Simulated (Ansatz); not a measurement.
# FGaH4SSi: the cost of one run

Program: Ansatz 0.2.0. Level of theory: UKS B3LYP-D4/def2-SVP. These are calculated values, not measurements.

**1. The starting structure**

Bond lengths: F1–Ga2 1.773 Å, Ga2–Si3 2.422 Å, Si3–S4 2.156 Å, Ga2–H5 1.598 Å, Si3–H6 1.473 Å, Si3–H7 1.465 Å, S4–H8 1.330 Å. Angles: F1–Ga2–Si3 114.6°, F1–Ga2–H5 106.8°, Si3–Ga2–H5 138.5°, Ga2–Si3–S4 104.2°, Ga2–Si3–H6 113.8°, Ga2–Si3–H7 114.9°, S4–Si3–H6 108.4°, S4–Si3–H7 104.6°, H6–Si3–H7 110.2°, Si3–S4–H8 95.9°.

Structure file:

```xyz
8

F    -2.3056    0.0502   -0.7903
Ga   -0.7573    0.9039   -0.9259
Si    0.9778    0.0893    0.5545
S     0.4978   -1.9942    0.8344
H    -0.9314    1.9960   -2.0795
H     0.9896    0.7451    1.8733
H     2.3256    0.0850   -0.0194
H    -0.7963   -1.8753    0.5529
```

**2. Relaxing end A**

File input.yaml:

```yaml
crystal:
  periodic: [false, false, false]
  atoms:
    - { symbol: F, position_ang: [-2.30565, 0.05016, -0.79029] }
    - { symbol: Ga, position_ang: [-0.75734, 0.9039, -0.92586] }
    - { symbol: Si, position_ang: [0.97778, 0.08933, 0.55455] }
    - { symbol: S, position_ang: [0.49775, -1.99423, 0.8344] }
    - { symbol: H, position_ang: [-0.93144, 1.99599, -2.07954] }
    - { symbol: H, position_ang: [0.98956, 0.74515, 1.87328] }
    - { symbol: H, position_ang: [2.32559, 0.08497, -0.01941] }
    - { symbol: H, position_ang: [-0.79625, -1.87527, 0.55286] }
magnetization:
  spin_polarized: true
basis:
  gaussian: { orbitals: def2-SVP }
hamiltonian:
  xc: b3lyp
  dispersion: d4
relax:
  f_tol: 0.02
  max_steps: 50
```

Command:

```
ansatz run input.yaml --threads 2 --pin off --max-ram 3072MiB --backend cpu --events-out ev --progress --plain --runs-dir out
```

**Question.** How long does this run take on 2 threads of Arm Neoverse V2, shared host, and how much memory does it need?

About 30 s, with a peak of 0.34 GiB.
